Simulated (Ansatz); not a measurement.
**SiGeH3 (doublet): from Hartree-Fock to the top rungs at a displaced geometry (v2), cc-pVDZ**

Aim: climb from Hartree-Fock through coupled cluster for SiGeH3 (doublet) at one geometry and basis, and see what each rung misses.

Computed with Ansatz 0.2.0, Gaussian basis. Level: cc-pVDZ, core rule «outside noble gas», up to 19 orbitals frozen.

Plan: UHF; CCSD(T) on ROHF; CCSD(T) on UHF; BCCD(T) on ROHF; CISD; CCSDT(Q) on ROHF; CCSDT(Q) on UHF.

21 further runs of the same task are left out: 2 for a mislabelled method, 9 that didn't finish, 10 set aside as unsound or not needed.

## (1) The system

The geometry is a PBE0/def2-TZVP stationary point (not a proven minimum) with its atoms shifted at random (size 0.100 Å). No spin-orbit coupling is included. The filled d shell of Ge may be among the frozen orbitals whatever the setting's name suggests; the logs give the count.

5 atoms, charge 0, spin multiplicity 2.

Atoms are counted from 1 here; the program's logs count them from 0.

Bond lengths: Si1–Ge2 2.346 Å, Si1–H3 1.478 Å, Si1–H4 1.569 Å, Ge2–H5 1.488 Å. Angles: Ge2–Si1–H3 129.6°, Ge2–Si1–H4 122.6°, H3–Si1–H4 107.1°, Si1–Ge2–H5 90.1°.

## (2) UHF

in.yaml

```yaml
crystal:
  periodic: [false, false, false]
  atoms:
    - {symbol: Si, position_ang: [0.117395, 0.014154, 1.644036]}
    - {symbol: Ge, position_ang: [-0.047479, -0.023904, -0.696202]}
    - {symbol: H, position_ang: [0.029141, 1.157766, 2.576482]}
    - {symbol: H, position_ang: [0.112250, -1.292614, 2.513279]}
    - {symbol: H, position_ang: [0.009191, 1.463206, -0.725889]}
basis:
  gaussian: {orbitals: cc-pVDZ}
magnetization: {spin_polarized: true, initial_magnetization: 1}
hamiltonian: {xc: hf}
output: {orbitals: {seedname: orbitals}}
```

Launch:

```bash
$ ansatz run in.yaml --threads 1 --pin off --events-out ev --progress --plain --max-ram 2393MiB
```

The runs that follow: CCSD(T) on ROHF; CCSD(T) on UHF; BCCD(T) on ROHF; CISD; CCSDT(Q) on ROHF; CCSDT(Q) on UHF.

Q: Predict the results of all the runs planned. Wanted: UCCSDT(Q) below the RHF energy; RMP2 from UCCSDT(Q); UMP2 from UCCSDT(Q); RCCSD from UCCSDT(Q); RCCSD(T) from UCCSDT(Q); UCCSD(T) from UCCSDT(Q); RCCSDT(Q) from UCCSDT(Q); T1 diagnostic.

**Answer**, as computed:

```
                         quantity                      value
   UCCSDT(Q) below the RHF energy                 -5.9264 eV
              RMP2 from UCCSDT(Q)            +30.51 kcal/mol
              UMP2 from UCCSDT(Q)            +31.66 kcal/mol
             RCCSD from UCCSDT(Q)             +5.18 kcal/mol
          RCCSD(T) from UCCSDT(Q)             +1.11 kcal/mol
          UCCSD(T) from UCCSDT(Q)             +1.15 kcal/mol
         RCCSDT(Q) from UCCSDT(Q)             +0.01 kcal/mol
levels within 1 kcal/mol (43 meV)  RCCSDT, UCCSDT, RCCSDT(Q)
                    T1 diagnostic                      0.022
```

What this shows: RCCSD(T) misses by +1.11 kcal/mol, 0.8 % of the correlation energy. These misses are within one basis, not against nature; the frozen cores of restricted and unrestricted runs differ, which can shift their rows.
